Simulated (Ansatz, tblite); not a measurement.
# Sn6: rung by rung

Aim: run the singlet of Sn6 at one geometry on many levels, and compare frontier levels, spin and run time.

Method: as each input shows; program: Ansatz 0.2.0, Gaussian basis.

Plan: GFN1-xTB, GFN2-xTB, PBE-D4/def2-TZVP, r2SCAN-D4/def2-TZVP, revPBE-D4/def2-TZVP, BHLYP-D4/def2-TZVP, HSE06-D4/def2-TZVP, PBE-D4/def2-SVP, PBE0-D4/def2-SVP, CCSD(T)/def2-SVP, MP2/def2-TZVP, RPA/def2-TZVP.

2 further runs of the same task are left out: 2 set aside as unsound or not needed.

**1. The geometry**

The singlet was relaxed beforehand with PBE-D4/def2-SVP.

6 atoms, charge 0, spin multiplicity 1.

Bond lengths: Sn1–Sn2 2.933 Å, Sn1–Sn3 2.933 Å, Sn1–Sn5 2.933 Å, Sn1–Sn6 2.933 Å, Sn2–Sn4 2.933 Å, Sn3–Sn4 2.933 Å, Sn4–Sn5 2.933 Å, Sn4–Sn6 2.933 Å. Angles: Sn2–Sn1–Sn3 70.0°, Sn2–Sn1–Sn5 70.0°, Sn2–Sn1–Sn6 108.4°, Sn3–Sn1–Sn5 108.4°, Sn3–Sn1–Sn6 70.0°, Sn5–Sn1–Sn6 70.0°, Sn1–Sn2–Sn4 71.6°, Sn1–Sn3–Sn4 71.6°, Sn2–Sn4–Sn3 70.0°, Sn2–Sn4–Sn5 70.0°, Sn2–Sn4–Sn6 108.4°, Sn3–Sn4–Sn5 108.4°, Sn3–Sn4–Sn6 70.0°, Sn5–Sn4–Sn6 70.0°, Sn1–Sn5–Sn4 71.6°, Sn1–Sn6–Sn4 71.6°.

Sn takes a core potential in the def2 sets. No spin-orbit coupling is included.

PBE0-D4/def2-TZVP was run before; its log isn't repeated, and its numbers join the tables.

**2. GFN1-xTB**

Tight binding, by tblite at 300 K electronic temperature and without a spin-polarisation term:

```python
tblite.interface.Calculator('GFN1-xTB', numbers, positions, charge=0, uhf=0).singlepoint()
```

Energy -411.0043 eV, HOMO -9.13 eV, LUMO -7.93 eV; 0.01 s.

**3. GFN2-xTB**

Tight binding, by tblite at 300 K electronic temperature and without a spin-polarisation term:

```python
tblite.interface.Calculator('GFN2-xTB', numbers, positions, charge=0, uhf=0).singlepoint()
```

Energy -349.2887 eV, HOMO -9.66 eV, LUMO -8.35 eV; 0.013 s.

**4. PBE-D4/def2-TZVP**

start.molden holds the orbitals of an earlier run on this state, given as this run's starting guess.

in.yaml

```yaml
crystal:
  periodic: [false, false, false]
  atoms:
    - {symbol: Sn, position_ang: [0.456821, 1.385602, -0.902874]}
    - {symbol: Sn, position_ang: [-2.217414, 0.844124, 0.173616]}
    - {symbol: Sn, position_ang: [0.584367, 1.120678, 2.015428]}
    - {symbol: Sn, position_ang: [-0.456419, -1.385629, 0.903128]}
    - {symbol: Sn, position_ang: [-0.584921, -1.120648, -2.015101]}
    - {symbol: Sn, position_ang: [2.217566, -0.844127, -0.174196]}
basis:
  gaussian: {orbitals: def2-TZVP, initial_orbitals: start.molden}
hamiltonian: {xc: pbe, dispersion: d4}
scf: {omitted_lower_state_checks: [starts]}
output: {orbitals: {seedname: orbitals}}
```

Command:

```bash
> ansatz run in.yaml --threads 2 --pin off --events-out ev --progress --plain --max-ram 32768MiB --backend cuda --devices 0, --max-vram 18GiB
```

After this run come: r2SCAN-D4/def2-TZVP; revPBE-D4/def2-TZVP; BHLYP-D4/def2-TZVP; HSE06-D4/def2-TZVP; PBE-D4/def2-SVP; PBE0-D4/def2-SVP; CCSD(T)/def2-SVP; MP2/def2-TZVP; RPA/def2-TZVP.

Q: Predict the results of all the runs planned. Wanted: gap in def2-TZVP, named functionals, smallest and largest; correlation energy, CCSD(T)/def2-SVP; correlation energy, MP2/def2-TZVP; binding an atom, CCSD(T)/def2-SVP; PBE0 total energy, smallest basis above largest.

As calculated:

| quantity | value |
| --- | --- |
| gap in def2-TZVP, named functionals, smallest and largest | 1.60 eV (PBE-D4), 4.03 eV (BHLYP-D4) |
| correlation energy, CCSD(T)/def2-SVP | -18.94 eV |
| correlation energy, MP2/def2-TZVP | -54.01 eV |
| binding an atom, CCSD(T)/def2-SVP | 2.252 eV |
| PBE0 total energy, smallest basis above largest | 0.92 eV (def2-SVP, def2-TZVP) |

**Reading.** Over the named functionals in def2-TZVP the gap runs from 1.60 eV (PBE-D4) to 4.03 eV (BHLYP-D4); exact exchange widens it. The functionals in def2-TZVP miss CCSD(T)/def2-SVP by +0.139 (BHLYP-D4) to +0.508 eV (PBE-D4) an atom. The yardstick is in a double-zeta basis, so levels in larger sets aren't compared like for like. The reference is CCSD(T) in one finite basis, so it carries an error of its own, often a tenth of an eV or more, and near misses can't be ranked.
